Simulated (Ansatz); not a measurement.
# ClH9N2Si: the cost of one run

Computed with Ansatz 0.2.0, Gaussian basis. Level: PBE0-D4, def2-SVP first, then def2-TZVP.

190 further runs of the same task are left out: 190 set aside as unsound or not needed.

## 1. The system as given

The guess: 13 atoms, charge 0, spin multiplicity 1.

Atoms are counted from 1 here; the program's logs count them from 0.

Bond lengths: Si1–H3 1.453 Å, Si1–H4 1.450 Å, Si1–H5 1.490 Å, Si1–N7 1.821 Å, H6–N7 1.312 Å, H6–N9 1.243 Å, N7–H10 1.011 Å, N7–H11 1.011 Å, H8–N9 1.063 Å, N9–H12 1.012 Å, N9–H13 1.012 Å. Angles: H3–Si1–H4 130.3°, H3–Si1–H5 102.4°, H3–Si1–N7 106.6°, H4–Si1–H5 102.6°, H4–Si1–N7 110.9°, H5–Si1–N7 99.0°, N7–H6–N9 166.8°, Si1–N7–H6 109.7°, Si1–N7–H10 112.9°, Si1–N7–H11 109.9°, H6–N7–H10 112.9°, H6–N7–H11 102.5°, H10–N7–H11 108.3°, H6–N9–H8 92.8°, H6–N9–H12 114.4°, H6–N9–H13 116.0°, H8–N9–H12 110.4°, H8–N9–H13 111.1° and more.

As a file:

```xyz
13

Si   -1.0396    0.4836   -1.2108
Cl   -0.7449   -2.0242   -0.3382
H     0.1072    0.0190   -1.9726
H    -2.4008   -0.0137   -1.1684
H    -1.2182    1.8742   -1.7152
H     0.6465    0.1630    0.7133
N    -0.4344    0.8630    0.4638
H     0.8764   -1.4782    0.4689
N     1.5069   -0.7204    0.8679
H    -0.3071    1.8534    0.6217
H    -1.0864    0.5135    1.1531
H     2.3308   -0.6065    0.2918
H     1.7636   -0.9266    1.8247
```

Distances that are to change: Si1–N7 1.82 Å, H6–N9 1.24 Å, Cl2–H8 1.89 Å, Si1–Cl2 2.67 Å, H6–N7 1.31 Å, H8–N9 1.06 Å.

## 2. Constrained relaxation of the guess

hold/in.yaml reads:

```yaml
crystal:
  periodic: [false, false, false]
  atoms:
    - {symbol: Si, position_ang: [-1.039600, 0.483600, -1.210800]}
    - {symbol: Cl, position_ang: [-0.744900, -2.024200, -0.338200]}
    - {symbol: H, position_ang: [0.107200, 0.019000, -1.972600]}
    - {symbol: H, position_ang: [-2.400800, -0.013700, -1.168400]}
    - {symbol: H, position_ang: [-1.218200, 1.874200, -1.715200]}
    - {symbol: H, position_ang: [0.646500, 0.163000, 0.713300]}
    - {symbol: N, position_ang: [-0.434400, 0.863000, 0.463800]}
    - {symbol: H, position_ang: [0.876400, -1.478200, 0.468900]}
    - {symbol: N, position_ang: [1.506900, -0.720400, 0.867900]}
    - {symbol: H, position_ang: [-0.307100, 1.853400, 0.621700]}
    - {symbol: H, position_ang: [-1.086400, 0.513500, 1.153100]}
    - {symbol: H, position_ang: [2.330800, -0.606500, 0.291800]}
    - {symbol: H, position_ang: [1.763600, -0.926600, 1.824700]}
basis:
  gaussian: {orbitals: def2-SVP}
hamiltonian: {xc: pbe0, dispersion: d4}
relax: {f_tol: 0.04, max_steps: 150, escape_saddle: false, constraints: [{distance: [0, 6]}, {distance: [5, 8]}, {distance: [1, 7]}, {distance: [0, 1]}, {distance: [5, 6]}, {distance: [7, 8]}]}
```

Started as:

```
$ ansatz run in.yaml --threads 8 --pin off --events-out ev --progress --plain --max-ram 19148MiB
```

**Question.** How long does this run take on 8 threads of Arm Neoverse V2, shared host?

About 8.5 s.
